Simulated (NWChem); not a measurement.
# AlHOF2 (SMILES [OH][Al]([F])[F]) at PBE0/pcseg-1

Aim: the vertical ionisation energy of AlHOF2 at PBE0/pcseg-1, from 2 runs. 

The results are computed with NWChem 7.3.0.

2 further runs of the same task are left out: 1 that didn't finish, 1 set aside as unsound or not needed.

### Step 1. Starting point

AlHOF2 has 5 atoms, charge 0, and is taken as a singlet. SMILES: `[OH][Al]([F])[F]`. The coordinates come from a PBE0-D4/def2-TZVP relaxation.

Bond lengths: O1–Al2 1.674 Å, Al2–F3 1.633 Å, Al2–F4 1.638 Å, O1–H5 0.955 Å. Angles: O1–Al2–F3 119.1°, O1–Al2–F4 122.4°, F3–Al2–F4 118.6°, Al2–O1–H5 123.7°.

### Step 2. The energy at PBE0/pcseg-1

work.nw reads:

```
start work
memory 2200 mb

geometry noautosym nocenter noautoz
   O        0.004500       1.227000       0.002400
   Al       0.185700      -0.435200       0.092100
   F        1.487400      -1.050600       0.862600
   F       -0.897900      -1.471800      -0.566700
   H       -0.729900       1.657100      -0.431800
end

basis "ao basis" spherical bse
   O library pcseg-1
   Al library pcseg-1
   F library pcseg-1
   H library pcseg-1
end

dft
   xc pbe0
   grid fine
   convergence energy 1e-08
   maxiter 100
   mulliken
   noprint "final vectors analysis"
end

task dft energy
```

Launch:

```
$ nwchem work.nw > work.out
```

The program printed:

```text
[...]
          Wavefunction type:  closed shell.
          No. of atoms     :     5
          No. of electrons :    40
[...]
          Charge           :     0
          Spin multiplicity:     1
[...]
          AO basis - number of functions:    65
[...]
              XC Information
              --------------
                         PBE0 Method XC Functional
                     Hartree-Fock (Exact) Exchange  0.250
          PerdewBurkeErnzerhof Exchange Functional  0.750
            Perdew 1991 LDA Correlation Functional  1.000 local
           PerdewBurkeErnz. Correlation Functional  1.000 non-local
[...]
 d= 0,ls=0.0,diis     1   -517.5700795872 -6.78D+02  1.99D-02  1.20D+00     1.9
[...]
 d= 0,ls=0.0,diis    10   -517.6847032095 -1.39D-11  7.22D-08  4.98D-11     9.5
         Total DFT energy =     -517.684703209530
      One electron energy =    -1040.412000512086
           Coulomb energy =      410.590614982289
    Exchange-Corr. energy =      -48.340828070851
 Nuclear repulsion energy =      160.477510391118
[...]
      Total Density - Mulliken Population Analysis
     ---------------------------------------------
    Atom       Charge   Shell Charges
 -----------   ------   -------------------------------------------------------
    1 O    8     8.63   2.00  0.88  0.87  2.97  1.91  0.01
    2 Al  13    11.59   2.00  1.99  0.44 -0.02  5.99  0.77  0.09  0.32
    3 F    9     9.52   2.00  0.94  1.01  3.43  2.13  0.01
    4 F    9     9.52   2.00  0.94  1.01  3.43  2.14  0.01
    5 H    1     0.74   0.67  0.01  0.06
[...]
```

Run time: 11 s. Hardware: 1 thread of AMD EPYC 7R43 (Zen 3), shared host; peak memory 0.11 GiB.

### Step 3. The doublet cation

alf2ho.nw reads:

```
start alf2ho
memory stack 880 mb heap 220 mb global 1100 mb
charge 1

geometry units angstroms noautosym nocenter noautoz
  O     0.004500    1.227000    0.002400
  Al    0.185700   -0.435200    0.092100
  F     1.487400   -1.050600    0.862600
  F    -0.897900   -1.471800   -0.566700
  H    -0.729900    1.657100   -0.431800
end

basis spherical bse
  O library pcseg-1
  Al library pcseg-1
  F library pcseg-1
  H library pcseg-1
end

dft
  xc pbe0
  mult 2
  grid fine
  convergence energy 1e-08
  maxiter 100
  mulliken
  noprint "final vectors analysis"
end

task dft energy
```

Launch:

```
$ nwchem alf2ho.nw > alf2ho.out
```

The program printed:

```text
[...]
          Wavefunction type:  spin polarized.
          No. of atoms     :     5
          No. of electrons :    39
[...]
          Charge           :     1
          Spin multiplicity:     2
[...]
          AO basis - number of functions:    65
[...]
              XC Information
              --------------
                         PBE0 Method XC Functional
                     Hartree-Fock (Exact) Exchange  0.250
          PerdewBurkeErnzerhof Exchange Functional  0.750
            Perdew 1991 LDA Correlation Functional  1.000 local
           PerdewBurkeErnz. Correlation Functional  1.000 non-local
[...]
 d= 0,ls=0.0,diis     1   -516.9475096424 -6.77D+02  1.67D-02  7.21D-01     1.6
[...]
 d= 0,ls=0.0,diis    16   -517.2038252984 -5.37D-09  3.81D-07  2.80D-10    19.9
[...]
         Total DFT energy =     -517.203825298365
      One electron energy =    -1028.749412088338
           Coulomb energy =      399.015203064922
    Exchange-Corr. energy =      -47.947126666066
 Nuclear repulsion energy =      160.477510391118
[...]
      Total Density - Mulliken Population Analysis
     ---------------------------------------------
    Atom       Charge   Shell Charges
 -----------   ------   -------------------------------------------------------
    1 O    8     8.10   2.00  0.94  0.86  2.87  1.42  0.01
    2 Al  13    11.46   2.00  1.99  0.44 -0.04  5.99  0.73  0.04  0.31
    3 F    9     9.38   2.00  0.95  1.01  3.40  2.02  0.01
    4 F    9     9.41   2.00  0.95  1.01  3.41  2.04  0.01
    5 H    1     0.65   0.62 -0.03  0.06
[...]
      <S2> =      0.7550 (Exact =     0.7500)
[...]
```

Run time: 21 s. Hardware: 1 thread of AMD EPYC 7R43 (Zen 3), shared host; peak memory 0.1 GiB.

### Step 4. Results

At PBE0/pcseg-1:

| quantity | value |
| --- | --- |
| singlet AlHOF2: total energy | -517.68470 Eh |
| singlet AlHOF2: dipole moment | 2.14 D |
| doublet cation: total energy | -517.20383 Eh |
| doublet cation: ⟨S²⟩ | 0.755 |
| vertical ionisation energy (to the doublet cation) | 13.085 eV |

In words: The vertical ionisation energy comes to 13.09 eV (1263 kJ/mol). Mulliken charges (singlet AlHOF2) run from -0.63 on O1 to +1.41 on Al2. Mulliken charges (doublet cation) run from -0.41 on F4 to +1.54 on Al2; they depend strongly on the basis.
